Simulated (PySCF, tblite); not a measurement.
# C₂H₁₆Si₅: geometry, infrared bands and NMR shifts

Aim: predict the infrared bands and NMR shifts of C₂H₁₆Si₅ (`C[SiH2][Si@@H](C[SiH3])[SiH2][SiH3]`).

Programs: tblite 0.8.0 and PySCF 2.14.0, with density-fitted response routines of our own. Each step states its level of theory. These are calculated values for one molecule in the gas phase, unless marked as measured. Atoms count from 0, in the outputs and in this text.

### Step 1. The starting structure

23 atoms, charge 0, multiplicity 1; geometry from: force field or distance geometry start.

Bonds of the start (Å): C0–Si1 1.88, Si1–Si2 2.23, Si2–C3 1.89, C3–Si4 1.87, Si2–Si5 2.24, Si5–Si6 2.23, C0–H7 1.11, C0–H8 1.10, C0–H9 1.12, Si1–H10 1.47, Si1–H11 1.46, Si2–H12 1.48, C3–H13 1.10, C3–H14 1.11, Si4–H15 1.46, Si4–H16 1.47, Si4–H17 1.46, Si5–H18 1.47, Si5–H19 1.48, Si6–H20 1.48, Si6–H21 1.46, Si6–H22 1.45.

### Step 2. Geometry optimisation with GFN2-xTB

What the job is given:

```
{"job": {"kind": "relax", "xc": "GFN2-xTB", "basis": "xTB"}, "charge": 0, "multiplicity": 1}
C      2.408900    -2.391500     0.509000
Si     1.097600    -1.707100    -0.645000
Si     0.386900     0.252000     0.160900
C     -0.085200     1.438900    -1.232500
Si     0.855400     3.019500    -0.888100
Si    -1.373000    -0.007300     1.526700
Si    -3.218400    -0.602500     0.433900
H      2.919200    -1.533700     0.998100
H      3.143300    -2.971400    -0.071800
H      1.933800    -3.021700     1.298400
H      0.001200    -2.688600    -0.678300
H      1.682000    -1.584300    -1.977900
H      1.497000     0.856600     0.921400
H      0.196400     1.027100    -2.216600
H     -1.182900     1.597000    -1.150000
H      0.113000     4.107500    -1.526600
H      2.194000     2.946500    -1.481400
H      0.896000     3.211900     0.558400
H     -1.035600    -1.034400     2.527800
H     -1.536300     1.276600     2.245200
H     -4.361100     0.082800     1.084400
H     -3.385500    -2.050800     0.567200
H     -3.151500    -0.196200    -0.953200
```

Started as:

```bash
$ OMP_NUM_THREADS=1 python probes_run.py task.json out
```

One launch serves the whole session: the jobs run in the order shown.

**Question.** This job is followed by: GFN2-xTB harmonic vibrations, gas phase; GIAO PBE0/pcSseg-1 NMR shielding, non-relativistic, gas phase. Predict these results of the whole session: strongest single infrared mode (GFN2-xTB); zero-point energy (GFN2-xTB); 13C shifts against TMS (PBE0/pcSseg-1); 1H shifts against TMS (PBE0/pcSseg-1, means over atoms taken as alike); 29Si shifts against TMS (PBE0/pcSseg-1); surface potential, 1st and 99th percentile.

As calculated:

| quantity | value |
| --- | --- |
| strongest single infrared mode (GFN2-xTB) | 2215 cm⁻¹, 581 km/mol |
| zero-point energy (GFN2-xTB) | 95.4 kcal/mol |
| 13C shifts against TMS (PBE0/pcSseg-1) | -8.8, -13.5 ppm |
| 1H shifts against TMS (PBE0/pcSseg-1, means over atoms taken as alike) | 4.24, 4.13, 3.95, 3.95, 3.62, 3.50, 3.36, 0.16, -0.12, -0.39 ppm |
| 29Si shifts against TMS (PBE0/pcSseg-1) | -71.5, -72.2, -77.0, -119.9, -132.4 ppm |
| surface potential, 1st and 99th percentile | -0.04 V and 1.05 V |

In words: Relaxing lowered the energy by 0.646 eV in 287 steps; the close pair that moved most is Si1–Si2, from 2.234 to 2.330 Å. All 63 modes are real, so the xTB geometry is a minimum. The strongest single mode, at 2215 cm⁻¹, moves mainly H22. GFN2-xTB is a fitted tight-binding method: band positions and strengths are rough. Its intensities can rank the bands wrongly. By nearest atom (PBE0/pcSseg-1), the HOMO sits on Si1, Si2 about 23 % each; C3 9 % and the LUMO on Si2 18 %; Si5 13 %.
